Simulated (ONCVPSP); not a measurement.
# Cl: generating and testing an ONCV potential

Do these settings give a usable potential? It is generated, then checked for transferability, scattering, ghosts and hardness.

The numbers are computed with ONCVPSP 4.0.1.1 (patched build) (PBE, scalar-relativistic, spin-unpolarised reference atom).

### Step 1. Starting point

The settings as typed:

* element: chlorine (Cl, Z = 17)
* type: optimised norm-conserving Vanderbilt (ONCV)
* frozen core: [Ne]
* valence charge: 7
* reference configuration: 3s2 3p5
* partial waves: 3s: rc 1.04 bohr, ncon 4, nbas 7, qcut 5.3 1/bohr, 2 projectors, debl 1.6 Ha; 3p: rc 0.96 bohr, ncon 4, nbas 8, qcut 7.7 1/bohr, 1 projector
* local potential: polynomial inside 0.86 bohr (lpopt 2, dvloc0 3 Ha)
* core correction: polynomial model core, fcfact 0.2

An earlier all-electron run gives the scale for the radii.

All-electron outer shells of the reference configuration (PBE, scalar-relativistic, ld1.x):

| shell | level (eV) | outermost node (bohr) | outermost maximum (bohr) |
| --- | --- | --- | --- |
| 2s | -252.70 | 0.12 | 0.36 |
| 2p | -191.63 | – | 0.30 |
| 3s | -20.69 | 0.55 | 1.29 |
| 3p | -8.59 | 0.53 | 1.43 |

### Step 2. Generation

Input file Cl.dat:

```
# ATOM AND REFERENCE CONFIGURATION
# atsym  z   nc   nv     iexc    psfile
  Cl 17.00    3    2        4      upf
#
#   n    l    f
    1    0    2.00
    2    0    2.00
    2    1    6.00
    3    0    2.00
    3    1    5.00
#
# PSEUDOPOTENTIAL AND OPTIMIZATION
# lmax
    1
#
#   l,   rc,      ep,       ncon, nbas, qcut
    0    1.04    0.00    4    7    5.30
    1    0.96    0.00    4    8    7.70
#
# LOCAL POTENTIAL
# lloc, lpopt,  rc(5),   dvloc0
    4    2    0.86    3.00
#
# VANDERBILT-KLEINMAN-BYLANDER PROJECTORs
# l, nproj, debl
    0    2    1.60
    1    1    3.00
#
# MODEL CORE CHARGE
# icmod, fcfact, rcfact
    1    0.20    0.00
#
# LOG DERIVATIVE ANALYSIS
# epsh1, epsh2, depsh
   -2.00    5.00    0.02
#
# OUTPUT GRID
# rlmax, drl
    6.00    0.01
#
# TEST CONFIGURATIONS
# ncnf
    4
# nvcnf
#   n    l    f
    2
    3    0    2.00
    3    1    4.00
#
    2
    3    0    2.00
    3    1    3.00
#
    2
    3    0    2.00
    3    1    2.00
#
    2
    3    0    1.00
    3    1    6.00
#
```

The run is started by

```
$ oncvpsp.x < Cl.dat > Cl.out
```

Q: Predict the outcome of this session. Wanted: cutoffs for 1 and 0.1 mHa per electron, occupied waves; bound ghosts; GHOST(+) flags; largest test error; largest phase difference near zero energy, channels read; rms error of d²Exc/dn², without and with the model core.

The runs gave:

```
                                                quantity                 value
  cutoffs for 1 and 0.1 mHa per electron, occupied waves     196 Ha and 233 Ha
                                            bound ghosts       s at -218.65 eV
                                          GHOST(+) flags    none at low energy
                            largest test error (AE − PS)  +69 meV, for 3s2 3p2
largest phase difference near zero energy, channels read             0.015 rad
 rms error of d²Exc/dn², without and with the model core     1.81 and 0.21 mHa
```

What this shows: It has a bound ghost (s), a state that the atom doesn't have, and that rules the file out. The worst unpolarised test, 3s2 3p2, is off by 69 meV on 77.6 eV; by total energies transferability rates as fair. That test lies far up in energy; among those under 40 eV, nearer to bonding, the largest error is 24 meV. The potential is very hard: the looser tolerance needs 196 Ha. At the looser tolerance the 3p wave is the slowest; 3s needs 94 Ha. Near zero energy the phases of the channels with partial waves agree within 0.015 rad. All of this concerns the isolated atom, not yet a solid.
